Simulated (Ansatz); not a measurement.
# CH6NSbSi: basis-set convergence

The task here is to estimate one member of a computed series from the others.

Computed with Ansatz 0.2.0, Gaussian basis. Level: one geometry, several basis sets.

The runs, in order: PBE0-D4/def2-SVP; ωB97M-V/def2-SVP; PBE0-D4/def2-QZVPP; ωB97M-V/def2-QZVPP; the functionals' def2-TZVPP values are taken from earlier runs.

### The relaxed structure

All runs share one geometry, relaxed beforehand with PBE0-D4 in a triple-zeta def2 set. Sb takes the def2 core potential; no spin-orbit term is included.

10 atoms, charge 0, spin multiplicity 1.

Atoms are counted from 1 here; the program's logs count them from 0.

Bond lengths: C1–N2 1.451 Å, C1–Sb4 2.216 Å, C1–H5 1.094 Å, C1–H6 1.095 Å, N2–Si3 1.718 Å, N2–H7 1.008 Å, Si3–Sb4 2.567 Å, Si3–H8 1.491 Å, Si3–H9 1.494 Å, Sb4–H10 1.711 Å. Angles: N2–C1–Sb4 100.8°, N2–C1–H5 114.0°, N2–C1–H6 113.6°, Sb4–C1–H5 110.1°, Sb4–C1–H6 109.0°, H5–C1–H6 109.0°, C1–N2–Si3 111.6°, C1–N2–H7 118.1°, Si3–N2–H7 130.1°, N2–Si3–Sb4 81.4°, N2–Si3–H8 115.9°, N2–Si3–H9 115.3°, Sb4–Si3–H8 119.4°, Sb4–Si3–H9 117.7°, H8–Si3–H9 106.1°, C1–Sb4–Si3 66.1°, C1–Sb4–H10 92.6°, Si3–Sb4–H10 90.4°.

Geometry (Å):

```xyz
10
charge 0, multiplicity 1
C    -0.36457    1.17060   -0.28955
N     0.07460    0.41275    0.86721
Si    0.11862   -1.27300    0.53912
Sb   -0.63675   -0.45304   -1.77286
H     0.37187    1.89290   -0.65322
H    -1.32133    1.68177   -0.14107
H     0.23679    0.91116    1.72808
H     1.45021   -1.92907    0.68302
H    -0.83944   -2.10213    1.32985
H     0.99300   -0.36296   -2.28767
```

Set-up of the first run:

File in.yaml:

```yaml
crystal:
  periodic: [false, false, false]
  atoms:
    - {symbol: C, position_ang: [-0.364571, 1.170602, -0.289552]}
    - {symbol: N, position_ang: [0.074603, 0.412754, 0.867210]}
    - {symbol: Si, position_ang: [0.118618, -1.273000, 0.539116]}
    - {symbol: Sb, position_ang: [-0.636748, -0.453035, -1.772859]}
    - {symbol: H, position_ang: [0.371871, 1.892904, -0.653220]}
    - {symbol: H, position_ang: [-1.321332, 1.681773, -0.141070]}
    - {symbol: H, position_ang: [0.236789, 0.911162, 1.728075]}
    - {symbol: H, position_ang: [1.450210, -1.929073, 0.683016]}
    - {symbol: H, position_ang: [-0.839439, -2.102129, 1.329850]}
    - {symbol: H, position_ang: [0.993002, -0.362959, -2.287667]}
basis:
  gaussian: {orbitals: def2-SVP}
hamiltonian: {xc: pbe0, dispersion: d4}
output: {orbitals: {seedname: orbitals}}
```

Steps of the session up to this table: PBE0-D4 in def2-SVP; ωB97M-V in def2-SVP; PBE0-D4 in def2-QZVPP; ωB97M-V in def2-QZVPP.

One of the session's tables, all rows but one given; the rest of the session is left out.

It belongs to the step «Functionals by basis». 

```
functional       basis  HOMO (eV)
   PBE0-D4    def2-SVP      -6.67
   PBE0-D4  def2-TZVPP      -6.79
   PBE0-D4  def2-QZVPP      -6.82
   ωB97M-V    def2-SVP      -8.81
   ωB97M-V  def2-TZVPP          ?
   ωB97M-V  def2-QZVPP      -8.88
```

Q: Estimate the row for ωB97M-V, def2-TZVPP from the others.

As computed: HOMO (eV): -8.86. In the column «HOMO (eV)» it lies between ωB97M-V, def2-QZVPP (-8.88) and ωB97M-V, def2-SVP (-8.81).
